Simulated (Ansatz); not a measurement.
**CH7FOSSi2: up Jacob's ladder to CCSD(T)**

An exercise on one series of results from a longer session: the logs are not shown, and one member is left open.

The runs use Ansatz 0.2.0, Gaussian basis; functionals in def2-TZVPP, the program's frozen cores in correlated methods.

Levels to be run: PBE-D4, r2SCAN-D4, PBE0-D4, B3LYP-D4, ωB97X-V, ωB97M-V, B2PLYP; CCSD(T)/def2-TZVPP; MP2/def2-QZVPP; extrapolation to the limit.

**Structure used throughout**

All runs share one geometry, relaxed beforehand with PBE0-D4 in a triple-zeta def2 set.

13 atoms, charge 0, spin multiplicity 1.

Atoms are counted from 1 here; the program's logs count them from 0.

Bond lengths: C1–O2 1.412 Å, C1–H7 1.092 Å, C1–H8 1.095 Å, C1–H9 1.092 Å, O2–Si3 1.631 Å, Si3–S4 2.149 Å, Si3–H10 1.485 Å, Si3–H11 1.480 Å, S4–Si5 2.112 Å, Si5–F6 1.602 Å, Si5–H12 1.479 Å, Si5–H13 1.478 Å. Angles: O2–C1–H7 109.0°, O2–C1–H8 111.9°, O2–C1–H9 109.5°, H7–C1–H8 108.9°, H7–C1–H9 108.9°, H8–C1–H9 108.5°, C1–O2–Si3 126.7°, O2–Si3–S4 112.0°, O2–Si3–H10 109.0°, O2–Si3–H11 109.8°, S4–Si3–H10 109.5°, S4–Si3–H11 105.0°, H10–Si3–H11 111.5°, Si3–S4–Si5 98.7°, S4–Si5–F6 110.8°, S4–Si5–H12 106.6°, S4–Si5–H13 112.6°, F6–Si5–H12 108.6° and more.

Set-up of the first run:

Contents of in.yaml:

```yaml
crystal:
  periodic: [false, false, false]
  atoms:
    - {symbol: C, position_ang: [-1.103369, -0.006734, -1.497750]}
    - {symbol: O, position_ang: [-1.213080, -0.453087, -0.162318]}
    - {symbol: Si, position_ang: [-1.018632, 0.446691, 1.184169]}
    - {symbol: S, position_ang: [0.806475, -0.029970, 2.212890]}
    - {symbol: Si, position_ang: [1.995570, -0.524999, 0.538490]}
    - {symbol: F, position_ang: [2.001018, 0.669424, -0.529705]}
    - {symbol: H, position_ang: [-2.041603, -0.209734, -2.018787]}
    - {symbol: H, position_ang: [-0.890555, 1.065523, -1.553738]}
    - {symbol: H, position_ang: [-0.296407, -0.547120, -1.997628]}
    - {symbol: H, position_ang: [-1.017028, 1.883708, 0.809752]}
    - {symbol: H, position_ang: [-2.094395, 0.139697, 2.152487]}
    - {symbol: H, position_ang: [3.373826, -0.715727, 1.040545]}
    - {symbol: H, position_ang: [1.498181, -1.717652, -0.178399]}
basis:
  gaussian: {orbitals: def2-TZVPP}
hamiltonian: {xc: pbe, dispersion: d4}
output: {forces: true, orbitals: {seedname: orbitals}}
```

Started as:

```
$ ansatz run in.yaml --threads 2 --pin off --events-out ev --progress --plain --max-ram 31744MiB --backend cuda --devices 0, --max-vram 18GiB
```

Among the steps run: PBE-D4 (GGA); r2SCAN-D4 (meta-GGA); PBE0-D4 (hybrid); B3LYP-D4 (hybrid); ωB97X-V (range-separated); ωB97M-V (range-separated); B2PLYP (double hybrid); CCSD(T) in def2-TZVPP; MP2 in def2-QZVPP.

One table of the session follows, with a row left open; its other results are not shown here.

| method | atomisation energy (kcal/mol) |
| --- | --- |
| PBE-D4 | 1118.4 |
| r2SCAN-D4 | 1114.6 |
| PBE0-D4 | 1103.3 |
| B3LYP-D4 | 1108.3 |
| ωB97X-V | ? |
| ωB97M-V | 1116.8 |
| B2PLYP | 1096.8 |
| HF/def2-TZVPP | 822.5 |
| MP2/def2-TZVPP | 1101.7 |
| CCSD/def2-TZVPP | 1068.5 |
| CCSD(T)/def2-TZVPP | 1083.6 |
| MP2/CBS | 1134.4 |
| CCSD(T)/CBS | 1116.4 |

Estimate the missing values for ωB97X-V.

The run gave: atomisation energy (kcal/mol): 1119.5. In the column «atomisation energy (kcal/mol)» it lies between PBE-D4 (1118.4) and MP2/CBS (1134.4).

Limits of these values: Free atoms (1 C, 1 O, 2 Si, 1 S, 1 F, 7 H) were run apart at each level; the atomisation energy is their sum less the molecule, without zero-point or spin-orbit terms.
